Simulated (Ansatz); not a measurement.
## CH2BClOS, SMILES O=CB(S)Cl: a ladder of methods at one geometry, step by step

Program: the Python package of Ansatz (0.2.0).

At the Python prompt:
```pycon
>>> from pathlib import Path
>>> import ansatz as az
>>> import numpy as np
>>> geometry = (
...     az.Crystal.molecule()
...     .atom("O", (-1.4309, 1.3603, 0.7747))
...     .atom("C", (-0.4769, 0.7135, 0.7947))
...     .atom("B", (0.0572, 0.0791, -0.5295))
...     .atom("S", (1.716, -0.974, -0.4513))
...     .atom("Cl", (-0.7552, 0.3429, -2.15))
...     .atom("H", (0.0326, 0.5624, 1.7384))
...     .atom("H", (0.9184, -2.1523, -0.2227))
... )
>>> job = (
...     geometry.calculation()
...     .basis(gaussian="def2-SVP")
...     .accuracy("medium")
... )
>>> print("functional    E (Ha)        dipole (D)   HOMO (eV)  LUMO (eV)")
functional    E (Ha)        dipole (D)   HOMO (eV)  LUMO (eV)
>>> for name in ["hse06", "r2scan", "lc_wpbe", "r2scan0", "b3lyp", "cam_b3lyp"]:
...     report = job.functional(name).forces().orbitals().run(threads=1, runs_dir="runs").report
...     lines = Path(report["orbitals_path"]).read_text().splitlines()
...     field_of = lambda key: [line.split("=")[1].strip() for line in lines if line.startswith(key)]
...     orbitals = [(27.211386 * float(e), s, float(n)) for e, s, n in zip(field_of("Ene="), field_of("Spin="), field_of("Occup="))]
...     homo = max(e for e, _, n in orbitals if n > 0.5)
...     lumo = min(e for e, _, n in orbitals if n < 0.5)
...     dipole = 4.803205 * np.linalg.norm(report["charge_distribution"]["dipole_moment_e_ang"])
...     print(f"{name:10s} {report['free_energy_ev'] / 27.211386246:14.6f} {dipole:9.3f} {homo:11.3f} {lumo:10.3f}")
...
hse06         -996.933058     1.540      -6.889     -3.787
r2scan        -997.272162     1.495      -6.160     -4.218
lc_wpbe       -997.063023     1.647     -10.090     -1.075
r2scan0       -997.245719     1.651      -7.545     -3.343
b3lyp         -997.437735     1.451      -6.967     -3.505
cam_b3lyp     -997.360215     1.542      -8.614     -2.122
```

These settings explore the input space; basis and method may be short of convergence. The geometry is a force-field or estimated start, not a minimum of this method, and the basis set is short of its limit. A lower total doesn't mark the better method: functionals have no common bound, and MP2 and coupled cluster aren't variational. b3lyp holds the VWN-RPA fit, as in Gaussian; the form of ORCA and Turbomole is b3lyp5. Levels such as HOMO and LUMO are orbital energies: with these approximate functionals they aren't the ionisation energy and electron affinity, and their gap isn't the fundamental gap. hse06 follows the composition of plane-wave codes, whose totals differ by tens of mHa, up to about 0.1 Ha, from the form usual in Gaussian-basis programs (wpbeh). It ran for 22 s on 1 thread of Arm Neoverse V2, with other jobs on the host, peak memory 0.27 GiB.
